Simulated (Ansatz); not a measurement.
# TaV: the cost of one run

Program: Ansatz 0.2.0. Level of theory: DFT PBE, scalar-relativistic, plane waves, PAW. These are calculated values, not measurements.

### Step 1. The system as given

It takes space group Cmmm (No. 65, orthorhombic). The conventional cell has a = 3.213 Å, b = 4.616 Å, c = 4.341 Å, α = 90.00°, β = 90.00°, γ = 90.00°. Around Ta (site symmetry mmm) lie 4 V at 2.70 Å and 4 Ta at 2.81 Å. V (site symmetry mmm) has 4 Ta at 2.70 Å and 4 V at 2.81 Å as nearest neighbours.

Coordinates:

```
Ta V
1.0
     1.60670   -2.30777    0.00000
     1.60670    2.30777    0.00000
     0.00000    0.00000    4.34136
Ta V
1 1
Direct
  0.00000 0.00000 0.00000
  0.50000 0.50000 0.50000
```

This is candidate A: structure listed in a database for this formula (Cmmm, No. 65).

(A quick probe on a coarse mesh, which set the mesh and smearing, is not shown.)

### Step 3. Full relaxation (candidate A)

Input file input.yaml:

```yaml
crystal:
  lattice:
    - [1.6067, -2.307775, 0.0]
    - [1.6067, 2.307775, 0.0]
    - [0.0, 0.0, 4.341361]
  atoms:
    - { symbol: Ta, position: [0.0, 0.0, 0.0] }
    - { symbol: V, position: [0.5, 0.5, 0.5], spin: 0.43 }
basis:
  ecutwfc: 420
kpoints:
  mp_grid: { grid: [20, 20, 14] }
hamiltonian:
  xc: pbe
scf:
  occupations: { method: gaussian, width: 0.1 }
output:
  forces: true
  stress: true
  eigenvalues: true
  populations: true
magnetization:
  spin_polarized: true
relax:
  adjacent_minimum: "off"
  f_tol: 0.01
  max_steps: 80
  cell: { stress_tol: 0.05 }
```

On the command line:

```sh
$ ansatz run input.yaml --threads 1 --pin off --max-ram 2560MiB --backend cpu --events-out ev --progress --plain --runs-dir out
```

**Question.** How long does this run take on 1 thread of Arm Neoverse V2, shared host, and how much memory does it need?

About 6.5 min, with a peak of 1 GiB.
